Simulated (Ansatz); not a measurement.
# Ta2N: the cost of one run

Computed with Ansatz 0.2.0 (DFT PBE, scalar-relativistic, plane waves, PAW, unless a step's input says otherwise).

## (1) The structure to begin with

The structure is trigonal, space group P-3m1 (No. 164). Conventional cell: a = 3.113 Å, b = 3.113 Å, c = 4.870 Å, α = 90.00°, β = 90.00°, γ = 120.00°. Ta (site symmetry 3m) is surrounded by 3 N at 2.18 Å. Around N (site symmetry -3m) lie 6 Ta at 2.18 Å.

Structure file:

```cif
data_structure
_symmetry_space_group_name_H-M 'P-3m1'
_symmetry_Int_Tables_number 164
_cell_length_a 3.1129
_cell_length_b 3.1129
_cell_length_c 4.8698
_cell_angle_alpha 90.000
_cell_angle_beta 90.000
_cell_angle_gamma 120.000
_cell_volume 40.87
loop_
_atom_site_label
_atom_site_type_symbol
_atom_site_symmetry_multiplicity
_atom_site_Wyckoff_symbol
_atom_site_fract_x
_atom_site_fract_y
_atom_site_fract_z
_atom_site_occupancy
Ta1 Ta 2 d 0.33333 0.66667 0.74529 1
N1 N 1 a 0.00000 0.00000 0.00000 1
```

The runs take a perfect supercell of 54 atoms; the defect goes to fractional position (0.000, 0.000, 0.000).

## (2) The perfect supercell

input.yaml reads:

```yaml
crystal:
  lattice:
    - [9.338585, 0.0, 0.0]
    - [-4.669292, 8.087451, 0.0]
    - [0.0, 0.0, 9.739682]
  atoms:
    - { symbol: Ta, position: [0.222222, 0.111111, 0.372644] }
    - { symbol: Ta, position: [0.222222, 0.111111, 0.872644] }
    - { symbol: Ta, position: [0.222222, 0.444444, 0.372644] }
    - { symbol: Ta, position: [0.222222, 0.444444, 0.872644] }
    - { symbol: Ta, position: [0.222222, 0.777778, 0.372644] }
    - { symbol: Ta, position: [0.222222, 0.777778, 0.872644] }
    - { symbol: Ta, position: [0.555556, 0.111111, 0.372644] }
    - { symbol: Ta, position: [0.555556, 0.111111, 0.872644] }
    - { symbol: Ta, position: [0.555556, 0.444444, 0.372644] }
    - { symbol: Ta, position: [0.555556, 0.444444, 0.872644] }
    - { symbol: Ta, position: [0.555556, 0.777778, 0.372644] }
    - { symbol: Ta, position: [0.555556, 0.777778, 0.872644] }
    - { symbol: Ta, position: [0.888889, 0.111111, 0.372644] }
    - { symbol: Ta, position: [0.888889, 0.111111, 0.872644] }
    - { symbol: Ta, position: [0.888889, 0.444444, 0.372644] }
    - { symbol: Ta, position: [0.888889, 0.444444, 0.872644] }
    - { symbol: Ta, position: [0.888889, 0.777778, 0.372644] }
    - { symbol: Ta, position: [0.888889, 0.777778, 0.872644] }
    - { symbol: Ta, position: [0.111111, 0.222222, 0.127356] }
    - { symbol: Ta, position: [0.111111, 0.222222, 0.627356] }
    - { symbol: Ta, position: [0.111111, 0.555556, 0.127356] }
    - { symbol: Ta, position: [0.111111, 0.555556, 0.627356] }
    - { symbol: Ta, position: [0.111111, 0.888889, 0.127356] }
    - { symbol: Ta, position: [0.111111, 0.888889, 0.627356] }
    - { symbol: Ta, position: [0.444444, 0.222222, 0.127356] }
    - { symbol: Ta, position: [0.444444, 0.222222, 0.627356] }
    - { symbol: Ta, position: [0.444444, 0.555556, 0.127356] }
    - { symbol: Ta, position: [0.444444, 0.555556, 0.627356] }
    - { symbol: Ta, position: [0.444444, 0.888889, 0.127356] }
    - { symbol: Ta, position: [0.444444, 0.888889, 0.627356] }
    - { symbol: Ta, position: [0.777778, 0.222222, 0.127356] }
    - { symbol: Ta, position: [0.777778, 0.222222, 0.627356] }
    - { symbol: Ta, position: [0.777778, 0.555556, 0.127356] }
    - { symbol: Ta, position: [0.777778, 0.555556, 0.627356] }
    - { symbol: Ta, position: [0.777778, 0.888889, 0.127356] }
    - { symbol: Ta, position: [0.777778, 0.888889, 0.627356] }
    - { symbol: "N", position: [0.0, 0.0, 0.0] }
    - { symbol: "N", position: [0.0, 0.0, 0.5] }
    - { symbol: "N", position: [0.0, 0.333333, 0.0] }
    - { symbol: "N", position: [0.0, 0.333333, 0.5] }
    - { symbol: "N", position: [0.0, 0.666667, 0.0] }
    - { symbol: "N", position: [0.0, 0.666667, 0.5] }
    - { symbol: "N", position: [0.333333, 0.0, 0.0] }
    - { symbol: "N", position: [0.333333, 0.0, 0.5] }
    - { symbol: "N", position: [0.333333, 0.333333, 0.0] }
    - { symbol: "N", position: [0.333333, 0.333333, 0.5] }
    - { symbol: "N", position: [0.333333, 0.666667, 0.0] }
    - { symbol: "N", position: [0.333333, 0.666667, 0.5] }
    - { symbol: "N", position: [0.666667, 0.0, 0.0] }
    - { symbol: "N", position: [0.666667, 0.0, 0.5] }
    - { symbol: "N", position: [0.666667, 0.333333, 0.0] }
    - { symbol: "N", position: [0.666667, 0.333333, 0.5] }
    - { symbol: "N", position: [0.666667, 0.666667, 0.0] }
    - { symbol: "N", position: [0.666667, 0.666667, 0.5] }
basis:
  ecutwfc: 420
  fft_grid_basis: typed
kpoints:
  mp_grid: { grid: [3, 3, 1] }
hamiltonian:
  xc: pbe
  pseudopotentials: { kind: paw }
scf:
  occupations: { method: gaussian, width: 0.05 }
output:
  forces: true
  stress: false
  eigenvalues: true
  bader: false
  write_density: true
  volumetric_format: npy
```

Started as:

```sh
$ ansatz run input.yaml --threads 8 --pin off --max-ram 16384MiB --backend cpu --events-out ev --progress --plain --runs-dir out
```

What time and memory should one allow on 8 threads of Arm Neoverse N1, shared host?

About 13 s, with a peak of 3.4 GiB.
